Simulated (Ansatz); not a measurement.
The system is AlCd.

```xyz
2
Lattice="1.8947 1.0939 3.1444 -1.8947 1.0939 3.1444 0.0000 -2.1878 3.1444" Properties=species:S:1:pos:R:3 pbc="T T T"
Al    0.0000    0.0000    4.7166
Cd    0.0000    0.0000    0.0000
```

The cell was built by a generator and needn't be a form met in nature.

| Quantity | Value |
| --- | --- |
| Program | Ansatz 0.2.0 |
| Task | single point |
| Functional | PBE |
| Potentials or basis | all-electron LAPW, scalar-relativistic |
| Cutoff | 223 eV (chosen from the basis error) |
| Basis error allowed | 0.001 eV/atom |
| k mesh | 9 × 9 × 9 |
| Occupations | fermi-dirac, width 0.05 eV |
| Spin | no spin polarisation |

On this cell: pressure 10.9 GPa; largest force under 0.003 eV/Å; band gap on the k mesh none (metal or under the smearing width).

The same run follows on a disturbed copy (atoms moved at random, drawn with an rms of 0.05 Å):

```xyz
2
Lattice="1.8947 1.0939 3.1444 -1.8947 1.0939 3.1444 0.0000 -2.1878 3.1444" Properties=species:S:1:pos:R:3 pbc="T T T"
Al    0.0150    0.0107    4.7574
Cd    0.0630   -0.0180    0.0154
```

Question: What does the disturbed cell give?

Answer: The energy (extrapolated to zero smearing) moves by +4.6 meV/atom; pressure 11.0 GPa; largest force 0.301 eV/Å; band gap on the k mesh none (metal or under the smearing width).

Forces in eV/Å, atoms in the order of the input:
```
Al   0.233 -0.139 -0.129
Cd  -0.233  0.139  0.129
```

Stress tensor (GPa, compression positive):
```
10.94  0.09  0.03
 0.09 11.05 -0.01
 0.03 -0.01 10.88
```
